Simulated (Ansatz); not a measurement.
# C2H5BrSi: the cost of one run

Method: the settings change from run to run; program: Ansatz 0.2.0, Gaussian basis.

**1. The molecule**

The geometry comes from an earlier relaxation with PBE0-D4 in a triple-zeta def2 set; it is a stationary point, not always the lowest conformer.

9 atoms, charge 0, spin multiplicity 1.

Atoms are counted from 1 here; the program's logs count them from 0.

Bond lengths: Br1–C2 1.921 Å, C2–C3 1.531 Å, C2–Si4 1.850 Å, C2–H5 1.084 Å, C3–Si4 1.854 Å, C3–H6 1.086 Å, C3–H7 1.086 Å, Si4–H8 1.478 Å, Si4–H9 1.475 Å. Angles: Br1–C2–C3 117.5°, Br1–C2–Si4 122.4°, Br1–C2–H5 109.4°, C3–C2–Si4 65.7°, C3–C2–H5 115.7°, Si4–C2–H5 119.9°, C2–C3–Si4 65.5°, C2–C3–H6 116.0°, C2–C3–H7 115.6°, Si4–C3–H6 122.4°, Si4–C3–H7 116.4°, H6–C3–H7 112.8°, C2–Si4–C3 48.8°, C2–Si4–H8 118.8°, C2–Si4–H9 118.3°, C3–Si4–H8 120.4°, C3–Si4–H9 118.2°, H8–Si4–H9 115.8°.

**2. wB97M-V/pcseg-2**

in.yaml reads:

```yaml
crystal:
  periodic: [false, false, false]
  atoms:
    - {symbol: Br, position_ang: [-2.315354, 0.394830, 0.844811]}
    - {symbol: C, position_ang: [-0.771507, 0.311419, -0.295129]}
    - {symbol: C, position_ang: [0.572356, 0.734697, 0.302952]}
    - {symbol: Si, position_ang: [0.472798, -1.052770, -0.179541]}
    - {symbol: H, position_ang: [-1.013157, 0.741072, -1.260268]}
    - {symbol: H, position_ang: [1.140957, 1.461103, -0.269186]}
    - {symbol: H, position_ang: [0.565423, 0.948776, 1.367187]}
    - {symbol: H, position_ang: [1.121658, -1.530312, -1.418441]}
    - {symbol: H, position_ang: [0.315325, -2.055115, 0.890514]}
basis:
  gaussian: {orbitals: pcseg-2}
hamiltonian: {xc: {name: wB97M-V}}
```

Command:

```sh
$ ansatz run in.yaml --threads 4 --pin off --events-out ev --progress --plain --max-ram 10444MiB
```

What time and memory should one allow on 4 threads of INTEL XEON PLATINUM 8581C at 2.30GHz, shared host?

About 3.4 s, with a peak of 0.58 GiB.
